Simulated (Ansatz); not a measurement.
# CH₄BI: basis-set convergence

One table from this session's results is given with a row withheld; the runs are named, their logs left out.

The runs use Ansatz 0.2.0, Gaussian basis; one geometry, several basis sets.

Levels to be run: PBE0-D4/def2-SVP; ωB97M-V/def2-SVP; PBE0-D4/def2-QZVPP; ωB97M-V/def2-QZVPP; the functionals' def2-TZVPP values are taken from earlier runs.

**The relaxed structure**

The geometry comes from an earlier relaxation with PBE0-D4 in a triple-zeta def2 set; it is a stationary point, not always the lowest conformer. I takes the def2 core potential; no spin-orbit term is included.

SMILES `CBI`, 7 atoms, charge 0, spin multiplicity 1.

Atoms are counted from 1 here; the program's logs count them from 0.

Bond lengths: C1–B2 1.545 Å, C1–H4 1.089 Å, C1–H5 1.098 Å, C1–H6 1.097 Å, B2–I3 2.124 Å, B2–H7 1.192 Å. Angles: B2–C1–H4 115.8°, B2–C1–H5 108.6°, B2–C1–H6 109.0°, H4–C1–H5 109.0°, H4–C1–H6 109.2°, H5–C1–H6 104.8°, C1–B2–I3 122.2°, C1–B2–H7 123.2°, I3–B2–H7 114.6°.

Set-up of the first run:

in.yaml

```yaml
crystal:
  periodic: [false, false, false]
  atoms:
    - {symbol: C, position_ang: [-0.639029, 0.008700, -0.392384]}
    - {symbol: B, position_ang: [0.712331, -0.201940, 0.327351]}
    - {symbol: I, position_ang: [1.547998, 1.262992, 1.618049]}
    - {symbol: H, position_ang: [-1.146962, 0.948578, -0.180482]}
    - {symbol: H, position_ang: [-0.474824, -0.072082, -1.474993]}
    - {symbol: H, position_ang: [-1.308304, -0.825807, -0.147344]}
    - {symbol: H, position_ang: [1.369988, -1.188441, 0.204202]}
basis:
  gaussian: {orbitals: def2-SVP}
hamiltonian: {xc: pbe0, dispersion: d4}
output: {orbitals: {seedname: orbitals}}
```

Launch:

```bash
> ansatz run in.yaml --threads 2 --pin off --events-out ev --progress --plain --max-ram 20480MiB --backend cpu
```

Steps of the session up to this table: PBE0-D4 in def2-SVP; ωB97M-V in def2-SVP; PBE0-D4 in def2-QZVPP; ωB97M-V in def2-QZVPP.

One table of the session follows, with a row left open; its other results are not shown here.

It belongs to the step «Density functionals: the series». 

```
functional       basis  HOMO (eV)  LUMO (eV)
   PBE0-D4    def2-SVP      -7.29      -1.56
   PBE0-D4  def2-TZVPP          ?          ?
   PBE0-D4  def2-QZVPP      -7.39      -1.63
   ωB97M-V    def2-SVP      -9.40       0.47
   ωB97M-V  def2-TZVPP      -9.52       0.34
   ωB97M-V  def2-QZVPP      -9.53       0.31
```

**Question.** Estimate the row for PBE0-D4, def2-TZVPP.

**Answer.** HOMO (eV): -7.37; LUMO (eV): -1.62. In the column «HOMO (eV)» it lies between PBE0-D4, def2-QZVPP (-7.39) and PBE0-D4, def2-SVP (-7.29).
